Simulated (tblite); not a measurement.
# Al3GeH8N3: the cost of one run

Programs: tblite 0.8.0 and PySCF 2.14.0. All values are calculated, for the isolated system unless a continuum is named. Atoms count from 0, parts from 1.

## 1. Starting point

15 atoms, charge 0, multiplicity 1; geometry: distance geometry start.

## 2. Relaxing the cluster with GFN2-xTB

The job: settings as JSON, then the geometry in Å.

```
{"job": {"kind": "relax", "xc": "GFN2-xTB", "basis": "xTB"}, "charge": 0, "multiplicity": 1}
N     -1.169130    -1.271799     0.823723
Al    -1.018128    -1.669659    -1.063227
N     -0.541910    -0.197386    -2.186628
Al    -1.401984     1.474932    -1.798426
N     -1.741525     1.833946     0.068807
Al    -1.009662     0.569265     1.321556
Ge     1.039837     1.200385     2.389489
H     -1.873391    -1.790578     1.339020
H     -0.394487    -3.002141    -1.409813
H      0.441385    -0.132204    -2.447575
H     -0.946578     2.658358    -2.620314
H     -1.701313     2.834313     0.364749
H      1.961373     1.887175     1.386426
H      1.721131    -0.011156     2.953110
H      0.769827     2.185900     3.507080
```

Level: GFN2-xTB geometry optimisation, gas phase.

Run with:

```bash
OMP_NUM_THREADS=1 python cluster_run.py task.json out
```

This one command runs all jobs of the session in turn.

**Question.** How long does this first job take on 1 thread of Intel Xeon 6975P-C, shared host?

About 2.8 s.
